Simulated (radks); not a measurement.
**Ti²⁺ in [Ar] 3d2: an all-electron calculation**

An exercise on one series of results from a longer session: the logs are not shown, and one member is left open.

Method: non-relativistic Kohn-Sham, Tao-Mo meta-GGA, spin-unpolarised, spherical densities, point nucleus. Code: radks (a radial shooting solver on a logarithmic mesh, Libxc functionals) version 1.

## The system

* element: titanium (Z = 22)
* charge: +2
* electrons: 20
* configuration: [Ar] 3d2

Outer shells as boxes (Hund's rule):

Ti²⁺
```
[Ar] core
3d [↑ ][↑ ][  ][  ][  ]
```

Set-up of the first run:

The run's settings:

```text
Z 22
configuration [Ar] 3d2
relativity non-relativistic
functional tm,tm
spin unpolarised
nucleus point
```

One of the session's tables, all rows but one given; the rest of the session is left out.

It belongs to the step «Radial structure». Radial moments (bohr):

| level | <r> | outermost maximum (interpolated) | 90 % within | nodes |
| --- | --- | --- | --- | --- |
| 1s | 0.07009 | 0.0461 | 0.125 | 0 |
| 2s | ? | ? | ? | ? |
| 2p | 0.2908 | 0.221 | 0.478 | 0 |
| 3s | 1.014 | 0.876 | 1.52 | 2 |
| 3p | 1.087 | 0.905 | 1.67 | 1 |
| 3d | 1.427 | 0.963 | 2.44 | 0 |

**Question.** Estimate the row for 2s.

The run gave: <r>: 0.3266; outermost maximum (interpolated): 0.271; 90 % within: 0.507; nodes: 1. In the column «<r>» it lies between 2p (0.2908) and 3s (1.014).

Limits of these values: Spin polarisation and multiplet splitting are left out.
